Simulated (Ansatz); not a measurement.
# BaZrO3: the cost of one run

Program: Ansatz 0.2.0. Level of theory: DFT PBE, scalar-relativistic, plane waves, PAW. These are calculated values, not measurements.

1 further run of the same task is left out (set aside as unsound or not needed).

## (1) The system as given

It takes space group Pm-3m (No. 221, cubic). The conventional cell has a = 4.227 Å, b = 4.227 Å, c = 4.227 Å, α = 90.00°, β = 90.00°, γ = 90.00°. Ba (site symmetry m-3m) is surrounded by 12 O at 2.99 Å. Zr (site symmetry m-3m) is surrounded by 6 O at 2.11 Å. O (site symmetry 4/mmm) has 2 Zr at 2.11 Å and 4 Ba at 2.99 Å as nearest neighbours.

Coordinates:

```xyz
5
Lattice="4.2272 0.0000 0.0000 0.0000 4.2272 0.0000 0.0000 0.0000 4.2272" Properties=species:S:1:pos:R:3 pbc="T T T"
Ba    0.0000    0.0000    0.0000
Zr    2.1136    2.1136    2.1136
O     0.0000    2.1136    2.1136
O     2.1136    0.0000    2.1136
O     2.1136    2.1136    0.0000
```

This cell was relaxed beforehand with the same method: volume 15.11 Å³/atom, gap on the mesh 3.18 eV.

## (2) Electronic structure at the relaxed geometry

Contents of input.yaml:

```yaml
crystal:
  lattice:
    - [4.2271626521, 0.0, 0.0]
    - [0.0, 4.2271626521, 0.0]
    - [0.0, 0.0, 4.2271626521]
  atoms:
    - { symbol: Ba, position: [0.0, 0.0, 0.0] }
    - { symbol: Zr, position: [0.5, 0.5, 0.5] }
    - { symbol: O, position: [0.0, 0.5, 0.5] }
    - { symbol: O, position: [0.5, 0.0, 0.5] }
    - { symbol: O, position: [0.5, 0.5, 0.0] }
basis:
  ecutwfc: 420
kpoints:
  mp_grid: { grid: [6, 6, 6] }
  band_path:
    path:
      - [[0.0, 0.0, 0.0], [0.0, 0.5, 0.0], [0.5, 0.5, 0.0], [0.0, 0.0, 0.0], [0.5, 0.5, 0.5], [0.0, 0.5, 0.0]]
      - [[0.5, 0.5, 0.5], [0.5, 0.5, 0.0]]
    npoints: 14
hamiltonian:
  xc: pbe
scf:
  occupations: { method: gaussian, width: 0.02 }
  n_extra_bands: 12
output:
  forces: true
  stress: true
  eigenvalues: true
  populations: true
  dos: { projected: true, de: 0.02, nscf_kmesh: { grid: [9, 9, 9] } }
  bader: true
```

Launch:

```sh
ansatz run input.yaml --threads 1 --pin off --max-ram 2560MiB --backend cpu --events-out ev --progress --plain --runs-dir out
```

What time and memory should one allow on 1 thread of an Arm CPU, shared host?

About 39 s, with a peak of 0.39 GiB.
